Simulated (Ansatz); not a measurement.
The system is Mn2FeSe3.

```
CELL_PARAMETERS angstrom
3.52575 0.00000 0.00000
-1.76287 3.05339 0.00000
0.00000 0.00000 8.56452
ATOMIC_POSITIONS crystal
Se 0.00000 0.00000 0.50000
Se 0.66667 0.33333 0.83940
Se 0.33333 0.66667 0.16060
Fe 0.00000 0.00000 0.00000
Mn 0.66667 0.33333 0.33322
Mn 0.33333 0.66667 0.66678
```

The cell comes from a database or a generator and needn't be the stable form of this composition.

Base run:

- Program: Ansatz 0.2.0
- Functional: PBE
- Potentials or basis: Ansatz PAW
- Cutoff: 420 eV (not typed: the program's choice for these potentials)
- k mesh: 7 × 7 × 3
- Occupations: fermi-dirac, width 0.05 eV
- Spin: collinear spin, ferromagnetic start
- Starting moments: [0.0, 0.0, 0.0, 6.0, 8.0, 8.0] μB
- Fixed moment: 22 μB

Its results: pressure 77.5 GPa; site moments Se +1.14, +0.98; Fe +4.37; Mn +4.73 μB; largest force 0.815 eV/Å.

**Question.** After a change of settings the same cell gave: pressure 13.3 GPa; site moments Se -0.06, -0.09; Fe -2.94; Mn +2.92 μB; largest force 0.881 eV/Å. Which change was it?
A. fixed moment from 22 μB to 2.8 μB; moments at the start from [0.0, 0.0, 0.0, 6.0, 8.0, 8.0] to [0.0, 0.0, 0.0, 0.76, 1.02, 1.02]
B. fixed moment from 22 μB to 8.2 μB; moments at the start from [0.0, 0.0, 0.0, 6.0, 8.0, 8.0] to [0.0, 0.0, 0.0, 2.24, 2.98, 2.98]
C. fixed moment from 22 μB to 11 μB; moments at the start from [0.0, 0.0, 0.0, 6.0, 8.0, 8.0] to [0.0, 0.0, 0.0, 3.0, 4.0, 4.0]
D. fixed moment from 22 μB to 16.5 μB; moments at the start from [0.0, 0.0, 0.0, 6.0, 8.0, 8.0] to [0.0, 0.0, 0.0, 4.5, 6.0, 6.0]

**Answer.** A.

Caveats: the total moment is fixed, so each spin has its own Fermi level; only a ferromagnetic start was run, and an antiferromagnetic order may lie lower in energy; the thresholds are loose for stress; a pressure of tens of GPa on the cell as given is suspect, and the run, the potentials or the cell itself is likely at fault (some runs); the starting moments weren't kept (some runs).
